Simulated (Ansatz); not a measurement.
# TaNb2N3: the cost of one run

Computed with Ansatz 0.2.0 (DFT PBE, scalar-relativistic, plane waves, PAW, unless a step's input says otherwise).

## (1) The structure to begin with

It takes space group P-6m2 (No. 187, hexagonal). Conventional cell: a = 3.873 Å, b = 3.873 Å, c = 6.240 Å, α = 90.00°, β = 90.00°, γ = 120.00°. Ta (site symmetry -6m2) has 3 Nb at 2.24 Å and 3 N at 2.24 Å as nearest neighbours. Around Nb (site symmetry -6m2) lie 3 Ta at 2.24 Å and 3 N at 2.24 Å. Around Nb (site symmetry -6m2) lie 6 N at 2.24 Å. N (site symmetry -6m2) is surrounded by 3 Nb at 2.24 Å and 3 N at 2.24 Å. Around N (site symmetry -6m2) lie 3 Ta at 2.24 Å and 3 Nb at 2.24 Å. N (site symmetry -6m2) has 3 N at 2.24 Å and 3 Nb at 2.24 Å as nearest neighbours.

As a file:

```
CELL_PARAMETERS angstrom
3.87299 0.00000 0.00000
-1.93649 3.35411 0.00000
0.00000 0.00000 6.23956
ATOMIC_POSITIONS crystal
Ta 0.00000 0.00000 0.50000
Nb 0.66667 0.33333 0.50000
Nb 0.66667 0.33333 0.00000
N 0.00000 0.00000 0.00000
N 0.33333 0.66667 0.50000
N 0.33333 0.66667 0.00000
```

A structure generator made this guess: random cell by space group and Wyckoff sites (P-6m2, No. 187). Its size is a rough estimate.

## (2) The guess as it stands, on a coarse mesh

input.yaml

```yaml
crystal:
  lattice:
    - [3.87298873, 0.0, 0.0]
    - [-1.93649436, 3.35410663, 0.0]
    - [0.0, 0.0, 6.23956265]
  atoms:
    - { symbol: Ta, position: [0.0, 0.0, 0.5] }
    - { symbol: Nb, position: [0.66666667, 0.33333333, 0.5] }
    - { symbol: Nb, position: [0.66666667, 0.33333333, 0.0] }
    - { symbol: "N", position: [0.0, 0.0, 0.0] }
    - { symbol: "N", position: [0.33333333, 0.66666667, 0.5] }
    - { symbol: "N", position: [0.33333333, 0.66666667, 0.0] }
basis:
  ecutwfc: 420
kpoints:
  mp_grid: { grid: [6, 6, 4] }
hamiltonian:
  xc: pbe
scf:
  occupations: { method: gaussian, width: 0.1 }
  lower_state_search: "off"
output:
  forces: true
  stress: true
  eigenvalues: true
```

Launch:

```sh
$ ansatz run input.yaml --threads 1 --pin off --max-ram 2560MiB --backend cpu --events-out ev --progress --plain --runs-dir out
```

Q: Estimate wall time and peak memory on 1 thread of AMD EPYC (Zen 3), shared host.

About 13 s, with a peak of 0.36 GiB.
